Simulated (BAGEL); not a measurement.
# HF/STO-3G (density fitting with cc-pvqz-jkfit) run of CH7AlOSi (SMILES [CH3][AlH][O][SiH3])

What is the vertical ionisation energy of CH7AlOSi at HF/STO-3G (density fitting with cc-pvqz-jkfit)? 

Program for the calculation: BAGEL 1.2.2.

1 further run of the same task is left out (it didn't finish).

### Step 1. The molecule

CH7AlOSi: 11 atoms, total charge 0, spin state singlet. As SMILES, `[CH3][AlH][O][SiH3]`. The coordinates come from a PBE0-D4/def2-TZVP relaxation. This is one conformer, not always the lowest.

Bond lengths: C1–Al2 1.942 Å, Al2–O3 1.688 Å, O3–Si4 1.621 Å, C1–H5 1.093 Å, C1–H6 1.096 Å, C1–H7 1.094 Å, Al2–H8 1.582 Å, Si4–H9 1.488 Å, Si4–H10 1.489 Å, Si4–H11 1.488 Å. Some angles: C1–Al2–O3 119.8°, Al2–O3–Si4 169.7°, C1–Al2–H8 124.0°, O3–Al2–H8 116.2°, Al2–C1–H5 112.4°, Al2–C1–H6 110.3°, Al2–C1–H7 111.7°, O3–Si4–H9 110.1°, O3–Si4–H10 110.8°, O3–Si4–H11 110.2°.

### Step 2. The energy at HF/STO-3G (density fitting with cc-pvqz-jkfit)

Input file input.json:

```json
{ "bagel" : [

{
  "title" : "molecule",
  "basis" : "sto-3g",
  "df_basis" : "cc-pvqz-jkfit",
  "angstrom" : "true",
  "geometry" : [
    { "atom" : "C", "xyz" : [      -1.516100,       1.536800,      -0.427400 ] },
    { "atom" : "Al", "xyz" : [      -1.148200,      -0.171900,       0.419400 ] },
    { "atom" : "O", "xyz" : [       0.407500,      -0.823300,       0.350400 ] },
    { "atom" : "Si", "xyz" : [       1.960700,      -1.220800,       0.113400 ] },
    { "atom" : "H", "xyz" : [      -0.796600,       1.774200,      -1.214900 ] },
    { "atom" : "H", "xyz" : [      -1.467000,       2.345400,       0.310900 ] },
    { "atom" : "H", "xyz" : [      -2.521600,       1.566500,      -0.857000 ] },
    { "atom" : "H", "xyz" : [      -2.226500,      -1.018100,       1.209700 ] },
    { "atom" : "H", "xyz" : [       2.731500,      -1.046600,       1.374000 ] },
    { "atom" : "H", "xyz" : [       2.573500,      -0.359900,      -0.936300 ] },
    { "atom" : "H", "xyz" : [       2.068100,      -2.639400,      -0.321500 ] }
  ]
},

{ "title" : "hf" },

{ "title" : "print", "file" : "orbitals.molden", "orbitals" : "true" }

]}
```

On the command line:

```sh
$ BAGEL_NUM_THREADS=1 BAGEL input.json > input.out
```

The program printed:

```text
* using 1 threads per process

  ===============================================================
  ===============================================================

  *** Geometry ***

  { "atom" : "C", "xyz" : [     -2.865014,      2.904131,     -0.807669 ] },
  { "atom" : "Al", "xyz" : [     -2.169784,     -0.324844,      0.792551 ] },
  { "atom" : "O", "xyz" : [      0.770063,     -1.555812,      0.662160 ] },
  { "atom" : "Si", "xyz" : [      3.705186,     -2.306978,      0.214295 ] },
  { "atom" : "H", "xyz" : [     -1.505356,      3.352752,     -2.295828 ] },
  { "atom" : "H", "xyz" : [     -2.772228,      4.432164,      0.587516 ] },
  { "atom" : "H", "xyz" : [     -4.765133,      2.960256,     -1.619495 ] },
  { "atom" : "H", "xyz" : [     -4.207475,     -1.923930,      2.286002 ] },
  { "atom" : "H", "xyz" : [      5.161787,     -1.977787,      2.596484 ] },
  { "atom" : "H", "xyz" : [      4.863210,     -0.680112,     -1.769351 ] },
  { "atom" : "H", "xyz" : [      3.908143,     -4.987743,     -0.607547 ] },

  Number of auxiliary basis functions:      865

  Since a DF basis is specified, we compute 2- and 3-index integrals:
    o Being stored without compression. Storage requirement is 0.008 GB

  Number of basis functions:       35
  Number of electrons      :       48

    * METHOD: MOLECULE                             1.63

  *** RHF ***

  === Nuclear Repulsion ===
   201.2563603275

      * DIIS with orbital gradients will be used.

  === RHF iteration (sto-3g) ===
      0       -639.92455000          0.01337552           0.13
      1       -639.99765796          0.00494635           0.10
      2       -640.00756943          0.00092559           0.09
      3       -640.00810166          0.00010259           0.10
      4       -640.00810935          0.00002623           0.10
      5       -640.00810989          0.00000685           0.10
      6       -640.00810992          0.00000118           0.10
      7       -640.00810992          0.00000035           0.10
      8       -640.00810992          0.00000007           0.11
      9       -640.00810992          0.00000002           0.10
     10       -640.00810992          0.00000000           0.10
    * SCF iteration converged.

    * Permanent dipole moment:
           (    0.143237,    -0.066928,     0.007878) a.u.

    * METHOD: HF                                   1.48

    * METHOD: PRINT                                0.01

  ===============================================================
```

It took 3.9 s on 1 thread of AMD EPYC 7R43 (Zen 3), shared host; peak memory 0.086 GiB.

### Step 3. The doublet cation, same level

Input file hf.json:

```json
{ "bagel": [

{
  "title": "molecule",
  "basis": "sto-3g",
  "df_basis": "cc-pvqz-jkfit",
  "angstrom": true,
  "geometry": [
    { "atom": "C", "xyz": [   -1.516100,    1.536800,   -0.427400 ] },
    { "atom": "Al", "xyz": [   -1.148200,   -0.171900,    0.419400 ] },
    { "atom": "O", "xyz": [    0.407500,   -0.823300,    0.350400 ] },
    { "atom": "Si", "xyz": [    1.960700,   -1.220800,    0.113400 ] },
    { "atom": "H", "xyz": [   -0.796600,    1.774200,   -1.214900 ] },
    { "atom": "H", "xyz": [   -1.467000,    2.345400,    0.310900 ] },
    { "atom": "H", "xyz": [   -2.521600,    1.566500,   -0.857000 ] },
    { "atom": "H", "xyz": [   -2.226500,   -1.018100,    1.209700 ] },
    { "atom": "H", "xyz": [    2.731500,   -1.046600,    1.374000 ] },
    { "atom": "H", "xyz": [    2.573500,   -0.359900,   -0.936300 ] },
    { "atom": "H", "xyz": [    2.068100,   -2.639400,   -0.321500 ] }
  ]
},
{ "title": "uhf", "charge": 1, "nopen": 1 },
{ "title": "print", "file": "orbitals.molden", "orbitals": true }

]}
```

On the command line:

```sh
$ BAGEL_NUM_THREADS=1 BAGEL hf.json > hf.out
```

The program printed:

```text
* using 1 threads per process

  ===============================================================
  ===============================================================

  *** Geometry ***

  { "atom" : "C", "xyz" : [     -2.865014,      2.904131,     -0.807669 ] },
  { "atom" : "Al", "xyz" : [     -2.169784,     -0.324844,      0.792551 ] },
  { "atom" : "O", "xyz" : [      0.770063,     -1.555812,      0.662160 ] },
  { "atom" : "Si", "xyz" : [      3.705186,     -2.306978,      0.214295 ] },
  { "atom" : "H", "xyz" : [     -1.505356,      3.352752,     -2.295828 ] },
  { "atom" : "H", "xyz" : [     -2.772228,      4.432164,      0.587516 ] },
  { "atom" : "H", "xyz" : [     -4.765133,      2.960256,     -1.619495 ] },
  { "atom" : "H", "xyz" : [     -4.207475,     -1.923930,      2.286002 ] },
  { "atom" : "H", "xyz" : [      5.161787,     -1.977787,      2.596484 ] },
  { "atom" : "H", "xyz" : [      4.863210,     -0.680112,     -1.769351 ] },
  { "atom" : "H", "xyz" : [      3.908143,     -4.987743,     -0.607547 ] },

  Number of auxiliary basis functions:      865

  Since a DF basis is specified, we compute 2- and 3-index integrals:
    o Being stored without compression. Storage requirement is 0.008 GB

  Number of basis functions:       35
  Number of electrons      :       48

    * METHOD: MOLECULE                             1.08

  *** Open-shell HF ***

  === Nuclear Repulsion ===
   201.2563603275

      * DIIS with orbital gradients will be used.

  === UHF iteration (sto-3g) ===
      0       -639.63197881          0.02984222           0.21
      1       -639.71220068          0.02646976           0.22
      2       -639.75480319          0.01383076           0.20
      3       -639.78751969          0.00656236           0.19
      4       -639.79777418          0.00644313           0.20
      5       -639.78523804          0.01913645           0.19
      6       -639.82888011          0.00238912           0.20
      7       -639.83200088          0.00041810           0.18
      8       -639.83227413          0.00023710           0.16
      9       -639.83237209          0.00010488           0.16
     10       -639.83239625          0.00004101           0.16
     11       -639.83239618          0.00001132           0.16
     12       -639.83239681          0.00000560           0.15
     13       -639.83239742          0.00000406           0.15
     14       -639.83239769          0.00000327           0.16
     15       -639.83239773          0.00000289           0.15
     16       -639.83239774          0.00000281           0.15
     17       -639.83239777          0.00000241           0.17
     18       -639.83239781          0.00000136           0.16
     19       -639.83239782          0.00000073           0.17
     20       -639.83239783          0.00000056           0.14
     21       -639.83239784          0.00000040           0.17
     22       -639.83239784          0.00000008           0.16
     23       -639.83239784          0.00000005           0.19
     24       -639.83239784          0.00000004           0.19
     25       -639.83239784          0.00000002           0.18
     26       -639.83239784          0.00000002           0.19
     27       -639.83239784          0.00000001           0.20
     28       -639.83239784          0.00000001           0.18
     29       -639.83239784          0.00000001           0.17
    * SCF iteration converged.

    * S^2 (UHF) is 0.7575

    * Permanent dipole moment:
           (   -0.389979,     0.550356,    -0.142588) a.u.

    * METHOD: UHF                                  5.53

    * METHOD: PRINT                                0.01

  ===============================================================
```

It took 7.5 s on 1 thread of AMD EPYC 7R43 (Zen 3), shared host; peak memory 0.088 GiB.

### Step 4. Summary of results

At HF/STO-3G (density fitting with cc-pvqz-jkfit):

```
                                          quantity          value
                    singlet CH7AlOSi: total energy  -640.00811 Eh
                   singlet CH7AlOSi: dipole moment         0.40 D
                     singlet CH7AlOSi: HOMO energy       -7.49 eV
                     singlet CH7AlOSi: LUMO energy        9.56 eV
                   singlet CH7AlOSi: HOMO–LUMO gap       17.04 eV
                      doublet cation: total energy  -639.83240 Eh
                              doublet cation: ⟨S²⟩          0.757
vertical ionisation energy (to the doublet cation)       4.781 eV
```

**Reading.** Removing an electron at fixed nuclei costs 4.78 eV (461 kJ/mol). The negative HOMO energy of the first species, 7.49 eV, lies 2.71 eV above that difference. In a minimal basis such a difference can be off by several eV, whatever the method.
